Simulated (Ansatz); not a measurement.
# BH4N: the cost of one run

The runs use Ansatz 0.2.0, Gaussian basis; PBE0-D4/def2-TZVP structures, single points in def2-TZVPP, no counterpoise correction.

Levels: SPW92, PBE-D4, BLYP-D4, r2SCAN-D4, B97M-V, PBE0-D4, B3LYP-D4, r2SCAN0-D4, BHLYP-D4, CAM-B3LYP-D4, wB97X-V, wB97M-V, B2PLYP, PBE-QIDH, RPA on PBE, Hartree-Fock, MP2, CCSD, CCSD(T).

Cores are frozen in the correlated methods. B3LYP uses VWN-RPA correlation. B2PLYP carries no dispersion term here.

113 further runs of the same task are left out: 113 set aside as unsound or not needed.

## Step 1: The system as given

The complex: 12 atoms, charge 0, spin multiplicity 1.

Atoms are counted from 1 here; the program's logs count them from 0.

Bond lengths: B1–N2 1.519 Å, B1–H3 1.206 Å, B1–H4 1.212 Å, B1–O6 1.660 Å, N2–H9 1.010 Å, N2–H10 1.011 Å, H5–O6 1.016 Å, O6–H11 0.961 Å, H7–O8 1.018 Å, O8–H12 0.960 Å. Angles: N2–B1–H3 112.4°, N2–B1–H4 115.3°, N2–B1–O6 106.8°, H3–B1–H4 115.5°, H3–B1–O6 103.2°, H4–B1–O6 101.7°, B1–N2–H9 112.4°, B1–N2–H10 114.6°, H9–N2–H10 107.5°, B1–O6–H5 108.9°, B1–O6–H11 109.8°, H5–O6–H11 108.2°, H7–O8–H12 107.9°.

Geometry (Å):

| atom | x (Å) | y (Å) | z (Å) |
| --- | --- | --- | --- |
| B1 | -1.15759 | -0.26939 | -0.13463 |
| N2 | 0.08260 | -1.02729 | -0.57602 |
| H3 | -1.70853 | 0.28572 | -1.05245 |
| H4 | -1.88647 | -0.86700 | 0.62707 |
| H5 | 0.35897 | 1.12230 | 0.66877 |
| O6 | -0.63765 | 0.98967 | 0.81417 |
| H7 | 1.36697 | -0.00670 | -0.20306 |
| O8 | 1.81517 | 0.79044 | 0.24335 |
| H9 | 0.09547 | -1.19716 | -1.57177 |
| H10 | 0.21831 | -1.91615 | -0.11399 |
| H11 | -0.78041 | 0.77915 | 1.74065 |
| H12 | 2.23326 | 1.31652 | -0.44199 |

Its parts: BNH4 holds atoms 1, 2, 3, 4, 9, 10; H2O holds atoms 5, 6, 11; H2O holds atoms 7, 8, 12. Each part counts its atoms afresh in its own runs.

## Step 2: Relaxing BNH4 alone

relax-a/in.yaml reads:

```yaml
crystal:
  periodic: [false, false, false]
  atoms:
    - {symbol: B, position_ang: [-1.157588, -0.269392, -0.134629]}
    - {symbol: N, position_ang: [0.082603, -1.027288, -0.576023]}
    - {symbol: H, position_ang: [-1.708534, 0.285722, -1.052446]}
    - {symbol: H, position_ang: [-1.886470, -0.867001, 0.627067]}
    - {symbol: H, position_ang: [0.095472, -1.197164, -1.571768]}
    - {symbol: H, position_ang: [0.218306, -1.916146, -0.113991]}
basis:
  gaussian: {orbitals: def2-TZVP}
hamiltonian: {xc: pbe0, dispersion: d4}
relax: {f_tol: 0.005, max_steps: 200}
```

On the command line:

```bash
ansatz run in.yaml --threads 4 --pin off --events-out ev --progress --plain --max-ram 9574MiB
```

**Question.** How long does this run take on 4 threads of Intel Xeon at 2.50GHz, shared host?

About 7.5 s.
